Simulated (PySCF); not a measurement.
# B2Br4H4P2 ((Br2B-mu-PH2)2): the cost of one run

Programs: PySCF 2.14.0, with density-fitted response routines of our own. Each step states its level of theory. These are calculated values for one molecule in the gas phase, unless marked as measured. Atoms are numbered from 0 throughout.

**1. The starting structure**

12 atoms, charge 0, multiplicity 1; geometry from: GFN2-xTB. The atoms were then displaced at random by about 0.03 Å, so the start is not that level's minimum.

Bonds of the start (Å): B0–Br1 2.05, B0–Br2 1.90, B0–P3 1.98, B0–P7 2.02, P3–B4 1.89, P3–H8 1.46, P3–H9 1.46, B4–Br5 1.98, B4–Br6 1.99, B4–P7 2.00, P7–H10 1.34, P7–H11 1.35.

**2. Geometry optimisation at PBE0-D3(BJ)/def2-SVP**

Job settings and geometry (Å):

```
{"job": {"xc": "PBE0", "basis": "def2-SVP", "d3": "d3bj", "grid": 1, "maxiter": 40, "shake": 0.03, "kind": "geom"}, "charge": 0, "multiplicity": 1}
B     -0.204120    -0.773560    -1.195120
Br    -1.009350     0.188200    -2.820950
Br     0.014370    -2.646900    -1.409110
P     -1.208590    -0.257190     0.429150
B      0.259440     0.669670     1.179450
Br     0.985740    -0.215890     2.797880
Br    -0.033470     2.625820     1.410840
P      1.351120     0.285240    -0.457120
H     -1.825580    -1.313490     1.218970
H     -2.468360     0.478370     0.297200
H      2.443670    -0.471220    -0.256310
H      1.810600     1.348190    -1.143870
```

On the command line:

```console
OMP_NUM_THREADS=1 python probes_run.py task.json out
```

The driver reads the jobs from task.json and runs them one after another.

**Question.** How long does this first job take on 1 thread of Arm Neoverse V1, shared host, and how much memory does it need?

About 8.7 min, with a peak of 1.6 GiB.
